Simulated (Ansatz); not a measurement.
**AlBH₇NSi: one species, many methods**

An exercise on one series of results from a longer session: the logs are not shown, and one member is left open.

Method: functionals in def2-TZVPP, the program's frozen cores in correlated methods; program: Ansatz 0.2.0, Gaussian basis.

Levels to be run: LDA (SPW92), PBE-D4, revPBE-D4, BLYP-D4, r2SCAN-D4, B97M-V, PBE0-D4, B3LYP-D4, r2SCANh-D4, r2SCAN0-D4, HSE06-D4, BHLYP-D4, CAM-B3LYP-D4, LC-ωPBE, ωB97X-V, ωB97M-V, B2PLYP, PBE-QIDH; CCSD(T)/def2-SVP; CCSD(T)/def2-TZVPP; MP2/def2-QZVPP; extrapolation to the limit; RPA on PBE.

## The geometry

The geometry comes from an earlier relaxation with PBE0-D4 in a triple-zeta def2 set; it is a stationary point, not always the lowest conformer.

11 atoms, charge 0, spin multiplicity 1.

Atoms are counted from 1 here; the program's logs count them from 0.

Bond lengths: B1–Si2 1.859 Å, B1–Al3 2.222 Å, B1–H5 1.195 Å, B1–H6 1.220 Å, Si2–Al3 2.704 Å, Si2–H7 1.487 Å, Si2–H8 1.484 Å, Al3–N4 1.766 Å, Al3–H9 1.582 Å, N4–H10 1.007 Å, N4–H11 1.008 Å. Angles: Si2–B1–Al3 82.5°, Si2–B1–H5 121.0°, Si2–B1–H6 119.6°, Al3–B1–H5 106.7°, Al3–B1–H6 73.4°, H5–B1–H6 118.8°, B1–Si2–Al3 54.6°, B1–Si2–H7 125.1°, B1–Si2–H8 123.9°, Al3–Si2–H7 94.9°, Al3–Si2–H8 118.9°, H7–Si2–H8 110.5°, B1–Al3–Si2 43.0°, B1–Al3–N4 113.7°, B1–Al3–H9 123.4°, Si2–Al3–N4 127.4°, Si2–Al3–H9 109.5°, N4–Al3–H9 118.8° and more.

Set-up of the first run:

in.yaml reads:

```yaml
crystal:
  periodic: [false, false, false]
  atoms:
    - {symbol: B, position_ang: [-0.811368, 1.238369, -0.084766]}
    - {symbol: Si, position_ang: [0.901497, 1.632522, -0.690144]}
    - {symbol: Al, position_ang: [0.195795, -0.587252, 0.682424]}
    - {symbol: N, position_ang: [-0.464706, -2.088449, 0.028447]}
    - {symbol: H, position_ang: [-1.661085, 0.870100, -0.840280]}
    - {symbol: H, position_ang: [-1.032458, 1.195469, 1.114288]}
    - {symbol: H, position_ang: [2.063660, 1.954731, 0.179646]}
    - {symbol: H, position_ang: [1.332415, 1.495576, -2.103521]}
    - {symbol: H, position_ang: [0.986372, -0.634438, 2.052449]}
    - {symbol: H, position_ang: [-0.994510, -2.158400, -0.825127]}
    - {symbol: H, position_ang: [-0.450213, -2.975129, 0.506984]}
basis:
  gaussian: {orbitals: def2-TZVPP}
hamiltonian: {xc: lda}
output: {orbitals: {seedname: orbitals}}
```

The run is started by

```
$ ansatz run in.yaml --threads 2 --pin off --events-out ev --progress --plain --max-ram 4352MiB
```

Among the steps run: LDA; PBE-D4 (GGA); revPBE-D4 (GGA); BLYP-D4 (GGA); r2SCAN-D4 (meta-GGA); B97M-V (meta-GGA); B3LYP-D4 (hybrid); r2SCANh-D4 (hybrid); r2SCAN0-D4 (hybrid); HSE06-D4 (hybrid); BHLYP-D4 (hybrid); CAM-B3LYP-D4 (range-separated); LC-ωPBE (range-separated); ωB97X-V (range-separated); ωB97M-V (range-separated); B2PLYP (double hybrid); PBE-QIDH (double hybrid).

One table of the session follows, with a row left open; its other results are not shown here.

It belongs to the step «Frontier levels by functional». 

| functional | HOMO (eV) | LUMO (eV) | gap (eV) |
| --- | --- | --- | --- |
| LDA (SPW92) | -6.15 | -3.00 | 3.15 |
| PBE-D4 | -6.04 | -2.80 | 3.24 |
| revPBE-D4 | -5.99 | -2.72 | 3.27 |
| BLYP-D4 | -5.85 | -2.60 | 3.25 |
| r2SCAN-D4 | -6.22 | -2.66 | 3.56 |
| B97M-V | -6.30 | -2.70 | 3.60 |
| PBE0-D4 | -6.97 | -2.03 | 4.94 |
| B3LYP-D4 | -6.75 | -2.14 | 4.61 |
| r2SCANh-D4 | ? | ? | ? |
| r2SCAN0-D4 | -7.08 | -1.96 | 5.13 |
| HSE06-D4 | -6.58 | -2.40 | 4.18 |
| BHLYP-D4 | -7.71 | -1.07 | 6.64 |
| CAM-B3LYP-D4 | -8.10 | -0.94 | 7.16 |
| LC-ωPBE | -9.36 | 0.01 | 9.37 |
| ωB97X-V | -9.06 | -0.01 | 9.05 |
| ωB97M-V | -8.89 | -0.19 | 8.70 |

Q: Estimate the row for r2SCANh-D4 from the others.

Worked estimate for «HOMO (eV)». Against the share of exact exchange, r2SCAN-D4 (0, -6.22), r2SCAN0-D4 (0.25, -7.08) give a slope of -3.44 per unit share; at 0.1 the line stands at -6.56.

As computed: HOMO (eV): -6.57; LUMO (eV): -2.38; gap (eV): 4.19. In «HOMO (eV)» the line misses by +0.01.
